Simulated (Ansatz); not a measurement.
# In in Ansatz: reference runs

How does In come out in PBE? The cell is run as given.

Program: Ansatz 0.2.0. These are calculated values, not measurements. Logs are shortened: lines on timing, memory, paths and dates and some standing lists are left out, and cuts for length are marked.

**1. The cell of the first run**

The cell holds a slab with vacuum, 5 atoms: a = 3.378 Å, b = 3.378 Å, c = 24.199 Å, α = 90.00°, β = 90.00°, γ = 85.82°.

**2. Single point, PBE (the (1 1 0) slab of In, cut from the database cell, not relaxed)**

File input.yaml:

```yaml
crystal:
  lattice:
    - [3.3777442543, 0.0, 0.0]
    - [0.2462297009, 3.3687575131, 0.0]
    - [0.0, 0.0, 24.1988935378]
  atoms:
    - { symbol: In, position: [0.5, 0.5, 0.3099315259] }
    - { symbol: In, position: [0.0, 0.0, 0.404965763] }
    - { symbol: In, position: [0.5, 0.5, 0.5] }
    - { symbol: In, position: [0.0, 0.0, 0.595034237] }
    - { symbol: In, position: [0.5, 0.5, 0.6900684741] }
hamiltonian:
  xc: pbe
  pseudopotentials: { kind: paw }
kpoints:
  mp_grid: { grid: [8, 8, 1] }
scf:
  occupations: { method: fermi_dirac, width: 0.05 }
output:
  forces: true
  eigenvalues: true
efield:
  axis: 3
  dipole_correction: true
  ramp_width: 0.04
```

Potentials or basis: Ansatz PAW.

The run is started by

```bash
ansatz run input.yaml --threads 4 --pin off --max-ram 11264MiB --backend cpu --events-out ev --progress --plain --runs-dir out
```

The log of the run:

```text
Warning: RAYON_NUM_THREADS=4 ignored (pool sized by the plan → 4); use --threads N
Engine: ansatz 0.2.0, aarch64-unknown-linux-gnu
Pseudopotentials: kind: paw
Pseudopotential: In, paw, valence charge 13, recommended cutoff 420 eV (normal), In.paw.azcp
Functional definition: PBE
  parameter kappa = 0.804
  parameter beta = 0.06672455060314922
  exchange = pbe_x(kappa = kappa, mu = beta*pi^2/3)
  correlation = pbe_c(beta = beta)
Crystal: 5 atoms, lattice volume = 275.354 Å³
Basis set: ecut = 420 eV, 5391 PW (Γ), exchange–correlation on 48×48×324 points (8 copies of the dense FFT grid, shifted against one another)
Bands: 39, of which v1, the nominal top of the filled ones, is band 33 counted from 1 (32 counted from 0)
Symmetry: 4 space group operations
k-points: 21 of 64
Non-local potential: In, projectors of the file, l = 0: 2, l = 1: 2, l = 2: 2, l = 3: 2
PAW form: soft (Blöchl's): semilocal exchange-correlation on the pseudo side does not see the compensation charge
PAW one-centre angular grid: In, 590 points (default); XC on 64 Gauss nodes
Initial density: superposition of atomic densities (neutral atoms: chi_scale 0, normalization atom), corrected by the library's trained network
Initial wavefunctions: pseudopotential atomic-orbital guess
Functional: x = pbe(κ = 0.804, μ = 0.2195149727645171), c = pbe(β = 0.06672455060314922)
SCF iter   1: F=—  HF=-27988.723173 eV  |F-HF|=—  |Δ(HF+E_count)|=         —  Δρ=1.54e-3  dr2=9.52e-2  ethr=1.77e-3  p=0.000 e·Å  D=1.63e-13 V/Å  ΔV_dip=-0.00 eV  dr2_dipole=1.09e-8  V_vac-E_F(+/−)=3.89/3.89 eV  ⟨swp⟩=7.0  Hψ=3274  notcnv=0
efield: sawtooth ramp at fractional position 0.9800 (placed from the atoms, in the widest stretch of the axis that holds none; the zero of the levels goes with the place), width 0.0400; the density the first Hamiltonian is built on has a dipole p = 0.000 e·Å; the dipole correction subtracts the counter field D = 1.63e-13 V/Å, which shifts the + side's vacuum level by -0.00 eV against the − side's; the planar-averaged density in the ramp window peaks in size at 3.0e-5 e/Å³
preconditioner: auto → LDOS  [metal: Δε(μ)=0.024 eV  Ē_g=14.380 eV  σ=0.050 eV  W_gap=0.12  n_scr=52 (ndim 8)  ℏωp=18.0 eV  f_vac=0.468  D(μ)=2.71/eV (n_scr^D=10)  β→1.0]
SCF iter   2: F=—  HF=-27988.711076 eV  |F-HF|=—  |Δ(HF+E_count)|=   1.21e-2  Δρ=8.49e-4  dr2=2.29e-3  ethr=1.47e-4  p=-0.000 e·Å  D=-1.26e-6 V/Å  ΔV_dip=0.00 eV  dr2_dipole=3.08e-8  V_vac-E_F(+/−)=3.94/3.94 eV  ⟨swp⟩=2.4  Hψ=1089  notcnv=0  defer=13
SCF iter   3: F=—  HF=-27988.710732 eV  |F-HF|=—  |Δ(HF+E_count)|=   3.44e-4  Δρ=5.32e-4  dr2=1.19e-3  ethr=3.53e-6  p=-0.000 e·Å  D=-1.20e-6 V/Å  ΔV_dip=0.00 eV  dr2_dipole=2.40e-9  V_vac-E_F(+/−)=3.94/3.94 eV  ⟨swp⟩=2.0  Hψ=1533  notcnv=0  defer=13
SCF iter   4: F=—  HF=-27988.710482 eV  |F-HF|=—  |Δ(HF+E_count)|=   2.50e-4  Δρ=1.68e-4  dr2=1.49e-4  ethr=1.84e-6  p=0.000 e·Å  D=1.12e-8 V/Å  ΔV_dip=-0.00 eV  dr2_dipole=9.48e-10  V_vac-E_F(+/−)=3.94/3.94 eV  ⟨swp⟩=2.6  Hψ=1511  notcnv=0  defer=13
SCF iter   5: F=—  HF=-27988.710463 eV  |F-HF|=—  |Δ(HF+E_count)|=   1.88e-5  Δρ=4.97e-5  dr2=1.80e-5  ethr=2.29e-7  p=-0.000 e·Å  D=-9.22e-8 V/Å  ΔV_dip=0.00 eV  dr2_dipole=3.64e-12  V_vac-E_F(+/−)=3.94/3.94 eV  ⟨swp⟩=2.4  Hψ=1496  notcnv=0  defer=13
SCF iter   6: F=—  HF=-27988.710552 eV  |F-HF|=—  |Δ(HF+E_count)|=   8.87e-5  Δρ=1.08e-5  dr2=5.55e-7  ethr=2.76e-8  p=0.000 e·Å  D=7.24e-9 V/Å  ΔV_dip=-0.00 eV  dr2_dipole=2.31e-14  V_vac-E_F(+/−)=3.94/3.94 eV  ⟨swp⟩=2.3  Hψ=1400  notcnv=0  defer=13
SCF iter   7: F=-27988.710552 eV  HF=-27988.710552 eV  |F-HF|=6.21e-9  |Δ(HF+E_count)|=   1.57e-8  Δρ=1.82e-6  dr2=1.58e-8  ethr=1.54e-10  p=-0.000 e·Å  D=-1.97e-9 V/Å  ΔV_dip=0.00 eV  dr2_dipole=4.44e-13  V_vac-E_F(+/−)=3.94/3.94 eV  ⟨swp⟩=9.3  Hψ=3819  notcnv=0
SCF 1 converged in 7 iterations: F = -27988.710552 eV  dr2 = 1.58e-8
SCF converged after 7 iterations
Free energy (F): -27988.710552 eV
Harris-Foulkes:  -27988.710552 eV  (|F-HF|=6.21e-9)
Internal energy: -27988.689459 eV  (E = F + TS)
E sigma→0 (E₀):  -27988.700006 eV
Entropy (-TS):   -0.021092 eV (-4.218 meV/atom)
Fermi energy:    2.813208 eV
Dipole field:    D = -0.000001 V/Å  (p = -0.000001 e·Å, saw-weighted, corrected)
Work function:   Φ+ = 3.9419 eV   Φ− = 3.9419 eV
Levels:          The Fermi level and band energies are counted from a zero that moves with the ramp; work functions are not
--- Per-component energies (eV) ---
  E_band       = -596.089950
  E_kinetic    = 1204.098031
  E_local      = -43632.239403  (includes V_loc(G=0)·N_el)
  E_nonlocal   = 1829.980259
  E_hartree    = 20996.631469
  E_xc         = -1078.555101
  E_vxc        = -497.785614  (∫ρ·V_xc dr)
  E_paw        = -20759.814122  (= ΣΔE_a)
  E_vpaw       = -1493.419357  (= ΣTr[D̂ρ^β])
  E_aug_tail   = 0.000127  (compensation charges beyond the density's cutoff)
  E_efield     = 0.000000  (sawtooth field / dipole correction)
  E_vefield    = 0.000000  (∫n·V_field dr)
  E_ewald      = 13451.209280
  E_smearing   = -0.021092  (= −TS)
  E_closure    = -0.000000  (closes the sum)
  Σ components = -27988.710552   (vs F -27988.710552, Δ=0.00e0)
--- Forces (eV/Å), atoms counted from 1 ---
  atom   1  In    -0.00000000     0.00000000    -0.14573253
  atom   2  In     0.00000000    -0.00000000     0.04140333
  atom   3  In     0.00000000     0.00000000     0.00000036
  atom   4  In    -0.00000000     0.00000000    -0.04140359
  atom   5  In     0.00000000    -0.00000000     0.14573244
  max |Σ_I F_I| component: 1.96e-8 eV/Å
--- Band table (eV; the first three rows and the last of 21) ---
  k-point 0: bands = ["-11.9657", "-11.9273", "-11.8885", "-11.8478", "-11.8343", "-11.8264", "-11.8051", "-11.7560", "-11.7535", "-11.7350", "-11.7298", "-11.6893", "-11.6798", "-11.6544", "-11.6161", "-11.6003", "-11.5952", "-11.5767", "-11.5420", "-11.5393", "-11.5146", "-11.5098", "-11.4769", "-11.4725", "-11.4043", "-6.4341", "-5.6923", "-4.4280", "-2.7248", "-0.6290", "1.5263", "4.0425", "5.9062", "6.4583", "6.6865", "7.1019", "7.5582", "7.6550", "7.7809"]
  k-point 1: bands = ["-11.9359", "-11.9020", "-11.8626", "-11.8303", "-11.8260", "-11.8137", "-11.7857", "-11.7674", "-11.7395", "-11.7276", "-11.7188", "-11.6906", "-11.6848", "-11.6493", "-11.6429", "-11.6150", "-11.5850", "-11.5688", "-11.5666", "-11.5502", "-11.5275", "-11.5189", "-11.4879", "-11.4719", "-11.4216", "-6.2091", "-5.4643", "-4.2003", "-2.5069", "-0.4479", "1.7673", "3.9548", "5.1848", "5.3385", "6.3341", "6.5581", "6.8850", "7.1481", "7.9024"]
  k-point 2: bands = ["-11.8839", "-11.8607", "-11.8195", "-11.8184", "-11.7912", "-11.7811", "-11.7681", "-11.7617", "-11.7429", "-11.7140", "-11.7077", "-11.6992", "-11.6732", "-11.6649", "-11.6568", "-11.5930", "-11.5887", "-11.5808", "-11.5765", "-11.5546", "-11.5546", "-11.5427", "-11.5197", "-11.4634", "-11.4454", "-5.5280", "-4.7787", "-3.5207", "-1.8700", "-0.0205", "2.1037", "2.3232", "2.8918", "3.9622", "5.1103", "5.6520", "6.8262", "7.2825", "7.6504"]
  k-point 20: bands = ["-11.9907", "-11.9505", "-11.8945", "-11.8898", "-11.8668", "-11.8658", "-11.8427", "-11.8023", "-11.7577", "-11.7126", "-11.7097", "-11.5856", "-11.5785", "-11.5575", "-11.5568", "-11.5444", "-11.4916", "-11.4739", "-11.4658", "-11.4595", "-11.4576", "-11.4342", "-11.4339", "-11.4179", "-11.4107", "0.1033", "0.4797", "0.5595", "1.1584", "1.1956", "1.3017", "1.3124", "1.4222", "2.0353", "2.6073", "3.3657", "4.2023", "4.6671", "4.7279"]
```

Run time: 4.1 s. Hardware: 4 threads of Arm Neoverse V1, shared host; peak memory 0.61 GiB.

What came out:

- Free energy: -27988.7106 eV
- Largest force: 0.146 eV/Å
- Band gap on the k mesh: none (metal or under the smearing width)
- Work function of the upper face: 3.94 eV
- Work function of the lower face: 3.94 eV
- Dipole across the slab: 0.000 e·Å

Forces in eV/Å, atoms in the order of the input:
```
In   0.000  0.000 -0.146
In   0.000  0.000  0.041
In   0.000  0.000  0.000
In   0.000  0.000 -0.041
In   0.000  0.000  0.146
```
